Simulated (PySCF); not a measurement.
# C2H7FGe: the cost of one run

Computed with PySCF 2.14.0, with density-fitted response routines of our own, on a single molecule in the gas phase. Atoms are numbered from 0 throughout.

## (1) The starting structure

11 atoms, charge 0, multiplicity 1; geometry from: GFN2-xTB. The atoms were then displaced at random by about 0.01 Å, so the start is not that level's minimum.

Bonds of the start (Å): F0–C1 1.37, C1–C2 1.51, C2–Ge3 2.03, C1–H4 1.10, C1–H5 1.09, C2–H6 1.08, C2–H7 1.08, Ge3–H8 1.51, Ge3–H9 1.47, Ge3–H10 1.47.

## (2) Relaxing the molecule at PBE0-D3(BJ)/def2-SVP

The job: settings as JSON, then the geometry in Å.

```
{"job": {"xc": "PBE0", "basis": "def2-SVP", "d3": "d3bj", "grid": 1, "shake": 0.01, "kind": "geom"}, "charge": 0, "multiplicity": 1}
F     -0.912710     1.549780     0.206860
C     -1.361400     0.255450     0.254780
C     -0.348710    -0.608120    -0.450030
Ge     1.508890     0.063210     0.028430
H     -2.348570     0.220880    -0.219180
H     -1.437120     0.017180     1.317410
H     -0.452110    -0.550520    -1.521880
H     -0.453030    -1.639870    -0.153710
H      1.577420     0.248130     1.529560
H      2.508660    -0.936290    -0.380230
H      1.756800     1.354350    -0.627690
```

Run with:

```sh
> OMP_NUM_THREADS=1 python probes_run.py task.json out
```

One launch serves the whole session: the jobs run in the order shown.

**Question.** How long does this first job take on 1 thread of Arm Neoverse V1, shared host, and how much memory does it need?

About 37 s, with a peak of 0.44 GiB.
